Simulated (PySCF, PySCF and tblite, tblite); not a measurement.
# C₇H₁₃NO: conformers and averaged spectra, part 3 of 3

PySCF and tblite. Atoms count from 0. The steps go on from the part before.

## 6. Shieldings, conformer 3: CAM-B3LYP/6-31G*

Job settings and geometry (Å):

```
{"job": {"xc": "CAM-B3LYP", "basis": "6-31G*", "kind": "nmr", "pop": false}, "charge": 0, "multiplicity": 1}
C      2.882358     0.118015    -0.705409
C      1.983122    -0.617589    -0.072653
C      2.304622    -1.439590     1.134065
C      0.547644    -0.658918    -0.521022
C     -0.372793     0.086057     0.441839
O     -0.006051     0.516236     1.517694
N     -1.654308     0.228899     0.016821
C     -2.581071     0.990627     0.824455
C     -2.145896    -0.233553    -1.258342
H      3.908814     0.157615    -0.384173
H      2.631794     0.717147    -1.565196
H      1.724019    -1.067844     1.976954
H      3.361441    -1.379683     1.378102
H      2.035991    -2.483415     0.971019
H      0.208899    -1.698031    -0.573522
H      0.455248    -0.212981    -1.512628
H     -2.058292     1.304019     1.725908
H     -2.927232     1.873432     0.282003
H     -3.441626     0.377212     1.100116
H     -3.233744    -0.198041    -1.244738
H     -1.841310    -1.262545    -1.450497
H     -1.792039     0.395740    -2.081646
```

The log of the run:

```text
coarse grid: 17816 points
cycle   1  E = -404.2051454701  dE =  1.516e+00  |g| = 8.960e-01  |ddm| = 4.248e+00
cycle   2  E = -403.9232765083  dE =  2.819e-01  |g| = 1.542e+00  |ddm| = 2.412e+00
cycle   3  E = -404.3759930141  dE = -4.527e-01  |g| = 1.255e-01  |ddm| = 1.654e+00
cycle   4  E = -404.3792110683  dE = -3.218e-03  |g| = 5.840e-02  |ddm| = 1.682e-01
cycle   5  E = -404.3799227978  dE = -7.117e-04  |g| = 1.476e-02  |ddm| = 5.250e-02
cycle   6  E = -404.3799722907  dE = -4.949e-05  |g| = 4.343e-03  |ddm| = 1.573e-02
cycle   7  E = -404.3799773929  dE = -5.102e-06  |g| = 1.258e-03  |ddm| = 7.128e-03
final grid: 170496 points
cycle   8  E = -404.3094545560  dE = -2.814e-05  |g| = 5.485e-03  |ddm| = 2.032e-02
cycle   9  E = -404.3094546630  dE = -1.069e-07  |g| = 5.910e-03  |ddm| = 1.080e-02
cycle  10  E = -404.3094623980  dE = -7.735e-06  |g| = 1.328e-03  |ddm| = 5.716e-03
cycle  11  E = -404.3094627359  dE = -3.380e-07  |g| = 1.999e-04  |ddm| = 1.160e-03
cycle  12  E = -404.3094627432  dE = -7.234e-09  |g| = 1.103e-04  |ddm| = 3.214e-04
cycle  13  E = -404.3094627461  dE = -2.957e-09  |g| = 2.123e-05  |ddm| = 1.039e-04
cycle  14  E = -404.3094627463  dE = -1.288e-10  |g| = 8.233e-06  |ddm| = 4.002e-05
converged SCF energy = -404.3094627463

GIAO shielding tensors (ppm)
atom      isotropic    diamagn.    paramagn.     s11        s22        s33       span
  0 C       85.666     259.119    -173.454     -6.810    110.380    153.427    160.237
  1 C       57.474     245.258    -187.783    -55.339     57.246    170.517    225.856
  2 C      171.307     251.435     -80.127    155.922    163.688    194.312     38.391
  3 C      152.734     257.669    -104.934    137.555    146.454    174.193     36.638
  4 C       34.213     249.720    -215.507    -41.844     39.380    105.102    146.945
  5 O      -31.313     401.021    -432.334   -318.937   -132.474    357.473    676.409
  6 N      171.067     322.257    -151.190     74.501    185.735    252.965    178.464
  7 C      162.398     246.010     -83.612    142.822    151.876    192.497     49.675
  8 C      159.573     247.593     -88.020    140.495    149.293    188.930     48.435
  9 H       27.614      30.072      -2.458     25.096     26.076     31.669      6.574
 10 H       27.794      34.368      -6.574     25.033     26.044     32.304      7.271
 11 H       29.410      30.839      -1.429     24.303     30.560     33.367      9.063
 12 H       30.744      29.080       1.664     27.030     29.516     35.687      8.658
 13 H       31.094      30.224       0.871     27.390     30.074     35.819      8.429
 14 H       29.720      34.068      -4.348     25.878     31.150     32.132      6.254
 15 H       29.606      36.245      -6.639     24.659     30.988     33.170      8.511
 16 H       27.817      29.655      -1.838     22.210     28.983     32.258     10.048
 17 H       30.203      29.844       0.359     25.597     28.432     36.581     10.984
 18 H       30.297      29.636       0.661     25.726     28.599     36.567     10.842
 19 H       29.804      30.351      -0.547     25.095     29.272     35.044      9.950
 20 H       29.439      31.326      -1.887     25.250     29.295     33.771      8.521
 21 H       29.399      31.143      -1.744     25.646     27.569     34.983      9.337
```

Wall time 31 s (1 thread of Arm Neoverse V1, shared host); peak memory 0.88 GiB.

In short: HOMO -7.84 eV, LUMO 2.37 eV; dipole 3.67 D.

## 7. Shieldings, conformer 4: CAM-B3LYP/6-31G*

Job settings and geometry (Å):

```
{"job": {"xc": "CAM-B3LYP", "basis": "6-31G*", "kind": "nmr", "pop": false}, "charge": 0, "multiplicity": 1}
C      2.990111     0.605269     0.467923
C      1.866234     0.227732    -0.118381
C      1.689237    -1.139781    -0.707223
C      0.672058     1.143953    -0.207857
C     -0.398419     0.670876     0.770212
O     -0.272936     0.867686     1.963590
N     -1.470264     0.004465     0.269455
C     -1.761699    -0.192023    -1.132016
C     -2.528565    -0.380563     1.178575
H      3.837414    -0.054967     0.545973
H      3.106566     1.583437     0.900843
H      0.859975    -1.654848    -0.222963
H      2.589077    -1.734423    -0.574456
H      1.475572    -1.074296    -1.774931
H      0.302171     1.202065    -1.229668
H      0.965538     2.142223     0.119834
H     -2.519686    -0.969523    -1.218589
H     -2.154113     0.720649    -1.593802
H     -0.882682    -0.520914    -1.682048
H     -2.711806    -1.455163     1.113283
H     -3.450960     0.155638     0.942555
H     -2.213235    -0.128105     2.188842
```

The log of the run:

```text
coarse grid: 17816 points
cycle   1  E = -404.1964475506  dE =  1.516e+00  |g| = 9.101e-01  |ddm| = 4.241e+00
cycle   2  E = -403.8885736715  dE =  3.079e-01  |g| = 1.592e+00  |ddm| = 2.431e+00
cycle   3  E = -404.3727497465  dE = -4.842e-01  |g| = 1.266e-01  |ddm| = 1.674e+00
cycle   4  E = -404.3760952958  dE = -3.346e-03  |g| = 5.960e-02  |ddm| = 1.787e-01
cycle   5  E = -404.3768551276  dE = -7.598e-04  |g| = 1.432e-02  |ddm| = 5.511e-02
cycle   6  E = -404.3769015356  dE = -4.641e-05  |g| = 4.694e-03  |ddm| = 1.505e-02
cycle   7  E = -404.3769074244  dE = -5.889e-06  |g| = 1.119e-03  |ddm| = 7.512e-03
final grid: 170496 points
cycle   8  E = -404.3062941741  dE = -2.787e-05  |g| = 5.317e-03  |ddm| = 2.079e-02
cycle   9  E = -404.3062947670  dE = -5.929e-07  |g| = 5.517e-03  |ddm| = 1.035e-02
cycle  10  E = -404.3063015063  dE = -6.739e-06  |g| = 1.362e-03  |ddm| = 5.485e-03
cycle  11  E = -404.3063018635  dE = -3.572e-07  |g| = 1.904e-04  |ddm| = 1.161e-03
cycle  12  E = -404.3063018713  dE = -7.805e-09  |g| = 8.385e-05  |ddm| = 3.234e-04
cycle  13  E = -404.3063018730  dE = -1.716e-09  |g| = 2.123e-05  |ddm| = 9.340e-05
cycle  14  E = -404.3063018732  dE = -1.284e-10  |g| = 7.346e-06  |ddm| = 3.987e-05
converged SCF energy = -404.3063018732

GIAO shielding tensors (ppm)
atom      isotropic    diamagn.    paramagn.     s11        s22        s33       span
  0 C       82.540     258.521    -175.981     -8.925    104.920    151.625    160.550
  1 C       60.416     245.209    -184.792    -51.883     64.775    168.357    220.240
  2 C      172.935     252.345     -79.410    157.344    168.616    192.844     35.499
  3 C      153.258     254.630    -101.372    137.631    157.722    164.420     26.789
  4 C       34.061     248.286    -214.225    -43.721     41.232    104.671    148.393
  5 O      -42.317     399.841    -442.158   -325.927   -148.371    347.347    673.274
  6 N      170.104     321.616    -151.512     76.161    185.931    248.220    172.059
  7 C      158.551     248.368     -89.817    137.975    149.423    188.256     50.281
  8 C      161.793     245.435     -83.642    142.453    150.694    192.232     49.779
  9 H       27.563      30.774      -3.211     24.861     26.087     31.742      6.881
 10 H       27.443      32.148      -4.705     24.210     26.140     31.980      7.770
 11 H       30.518      33.196      -2.678     26.161     31.410     33.983      7.822
 12 H       30.678      30.731      -0.053     26.597     29.651     35.787      9.190
 13 H       30.787      31.352      -0.564     27.284     30.065     35.012      7.728
 14 H       29.326      34.004      -4.677     26.287     30.035     31.658      5.371
 15 H       29.610      32.434      -2.824     26.944     28.601     33.285      6.341
 16 H       29.820      31.097      -1.277     25.386     29.204     34.870      9.484
 17 H       29.323      30.480      -1.156     25.797     26.984     35.189      9.392
 18 H       29.009      32.763      -3.754     24.260     29.889     32.878      8.618
 19 H       30.324      30.115       0.209     25.550     29.042     36.379     10.829
 20 H       30.243      28.907       1.335     25.676     28.343     36.709     11.033
 21 H       27.792      29.633      -1.840     22.353     28.615     32.408     10.055
```

Run time: 32 s. Hardware: 1 thread of Arm Neoverse V1, shared host; peak memory 0.87 GiB.

In short: HOMO -7.90 eV, LUMO 1.86 eV; dipole 3.77 D.

## 8. Averages: properties at CAM-B3LYP/6-31G*

Job settings and geometry (Å):

```
{"job": {"study": "conf", "smiles": "C=C(C)CC(=O)N(C)C", "search": {"seed": 8571, "n_embed": 150, "ff_keep": 22, "window": 3.0, "nmax": 10, "temps": [250, 273.15, 298.15, 323.15, 373.15], "t_ref": 298.15, "order": 0.002}, "level": {"nmr": {"xc": "CAM-B3LYP", "basis": "6-31G*"}}, "kind": "conf"}, "charge": 0, "multiplicity": 1}
C      2.059567    -1.523175     0.083451
C      1.618423    -0.277762     0.008177
C      1.999217     0.775493     1.001558
C      0.722338     0.196957    -1.104207
C     -0.507457     0.937866    -0.591363
O     -0.655744     2.128850    -0.794490
N     -1.423009     0.212461     0.093760
C     -2.557613     0.892034     0.678560
C     -1.316070    -1.188733     0.413187
H      2.720215    -1.842920     0.871198
H      1.791809    -2.274046    -0.641340
H      1.111209     1.176449     1.489374
H      2.489208     1.606147     0.495398
H      2.669612     0.377855     1.759053
H      0.427431    -0.631698    -1.749914
H      1.270281     0.922269    -1.712113
H     -3.490755     0.479815     0.288420
H     -2.546965     0.784050     1.765853
H     -2.492289     1.946302     0.417486
H     -0.808088    -1.342008     1.370743
H     -0.771016    -1.728933    -0.355071
H     -2.320715    -1.607888     0.483204
```

The log of the run:

```text
conformer  sym    E(xTB)   E(DFT)   G(298.15 K)  weight  dipole/D
    1     C1      0.000    0.000    0.000   0.6255    3.280
    2     C1      0.562    0.780    0.870   0.1441    3.715
    3     C1      1.021    0.603    0.622   0.2190    3.673
    4     C1      2.172    2.106    2.373   0.0114    3.774

mean shielding (ppm) by class
class atoms           250 K   273.15 K   298.15 K   323.15 K   373.15 K
  0 C  0             84.611     84.657       84.7     84.737     84.795
  1 C  1             58.274     58.278     58.284      58.29     58.305
  2 C  2            172.729    172.664    172.601    172.546    172.454
  3 C  3            149.995    150.089    150.181    150.264    150.407
  4 C  4              35.16     35.111     35.063      35.02     34.946
  5 O  5            -46.758    -46.524    -46.303     -46.11    -45.788
  6 N  6            169.098    169.187    169.272    169.347    169.475
  7 C  7,8          160.165      160.2    160.234    160.264    160.315
  8 H  9               27.5     27.501     27.502     27.503     27.505
  9 H  10            27.675     27.671     27.668     27.665     27.659
 10 H  11,12,13      30.644      30.64     30.637     30.633     30.628
 11 H  14,15         29.401      29.41     29.419     29.427     29.441
 12 H  16,17,18      29.491     29.492     29.492     29.492     29.492
```

Wall time 2.3 min (1 thread of Arm Neoverse V1, shared host). This counts the runs that the step sums up.

The search (ETKDG and KDG, MMFF94s, GFN2-xTB) embedded 150 structures, kept 4 distinct ones after the force field and 4 after xTB; 4 were carried on (window 3.0 kcal/mol at the search's own energies). Energies: CAM-B3LYP/6-31G* with D3(BJ).

Conformer by conformer (298 K):

```tsv
no.	group	mirror pair	ΔE xTB	ΔE DFT	ΔG	weight (%)	μ (D)	C2–C1–C3–C4 (°)	C1–C3–C4–O5 (°)	O5–C4–N6–C7 (°)	A, B, C (GHz)
1	C1	yes	0.00	0.00	0.00	62.6	3.28	-52	113	-4	2.42, 1.21, 1.00
2	C1	yes	0.56	0.78	0.87	14.4	3.71	-162	-108	-3	2.69, 1.09, 0.95
3	C1	yes	1.02	0.60	0.62	21.9	3.67	71	-8	4	3.19, 0.93, 0.83
4	C1	yes	2.17	2.11	2.37	1.1	3.77	72	75	175	2.71, 1.10, 0.92
```

Energies in kcal/mol. ΔG holds xTB vibrations and rotation, symmetry numbers and mirror pairs.

Weights (%) by temperature:

```tsv
no.	250 K	273 K	298 K	323 K	373 K
1	68.1	65.3	62.6	60.1	55.9
3	19.5	20.7	21.9	22.9	24.5
2	11.9	13.2	14.4	15.5	17.4
4	0.6	0.8	1.1	1.5	2.2
```

Other ways of weighting, at the same temperature:

```tsv
scheme	1	3	2	4	mean μ (D)
DFT free energy	63	22	14	1	3.43
DFT energy, symmetry counted	60	22	16	2	3.44
DFT energy alone	60	22	16	2	3.44
xTB energy, symmetry counted	63	11	24	2	3.44
xTB free energy	66	11	22	1	3.42
lowest conformer only	100	0	0	0	3.28
equal weights	25	25	25	25	3.61
conformers found from three starts alone	74	26	0	0	3.38
```

Shifts against references run at the same level (17O H2O 327.3, 13C TMS 195.1, 15N NH3 261.4, 1H TMS 32.47 ppm of shielding), by class of atoms, at 298 K:

```tsv
atoms	environment	no. 1	no. 3	no. 2	average
C4	amide carbonyl carbon	159.3	160.8	161.4	160.0
C1	fully substituted alkene carbon	136.7	137.6	136.0	136.8
C0	terminal =CH2 carbon	111.0	109.4	108.8	110.4
C3	sp3 CH2 α to a carbonyl	46.2	42.3	43.4	44.9
C7, C8	methyl carbon bonded to N	35.3	34.1	33.8	34.8
C2	allylic methyl carbon	21.6	23.7	24.4	22.5
H9	hydrogen on a terminal =CH2 carbon	4.98	4.85	5.04	4.96
H10	hydrogen on a terminal =CH2 carbon	4.77	4.67	5.08	4.80
H14, H15	hydrogen on an sp3 CH2 α to a carbonyl	3.18	2.80	2.85	3.05
H16, H17, H18 and 3 more	hydrogen on a methyl carbon bonded to N	2.98	2.97	2.95	2.97
H11, H12, H13	hydrogen on an allylic methyl carbon	1.76	2.05	1.78	1.83
O5	amide-type carbonyl oxygen	377.6	358.6	379.6	373.6
N6	amide-type nitrogen	93.3	90.4	89.8	92.2
```

Effective distances for nuclear Overhauser effects, ⟨r⁻⁶⟩^(−1/6) over all pairs of two classes (Å): H9···H10 1.83; H10···H14 2.69; H9···H11 2.78; H14···H16 3.10; H11···H14 3.15; H10···H16 3.60; H9···H14 3.87; H10···H11 3.93.

## 9. Outcome

The summary covers parts 1 to 3.

| quantity | value |
| --- | --- |
| conformers | 4; the first in weight is no. 1 (C1), 63 % at 298 K |
| root-mean-square dipole | 3.44 D |
| averaged 13C shifts (CAM-B3LYP/6-31G*) | 160.0, 136.8, 110.4, 44.9, 34.8, 22.5 ppm |
| averaged 1H shifts (CAM-B3LYP/6-31G*) | 4.96, 4.80, 3.05, 2.97, 1.83 ppm |

Conformer 1 leads with 63 % at 298 K, and its share goes from 68 % at 250 K to 56 % at 373 K. Among conformers over 5 %, H10 differs by 0.40 ppm, while the average moves by 0.02 ppm from 250 to 373 K. Where an open-chain amide-type bond turns slowly on the NMR time scale, such averages don't hold.
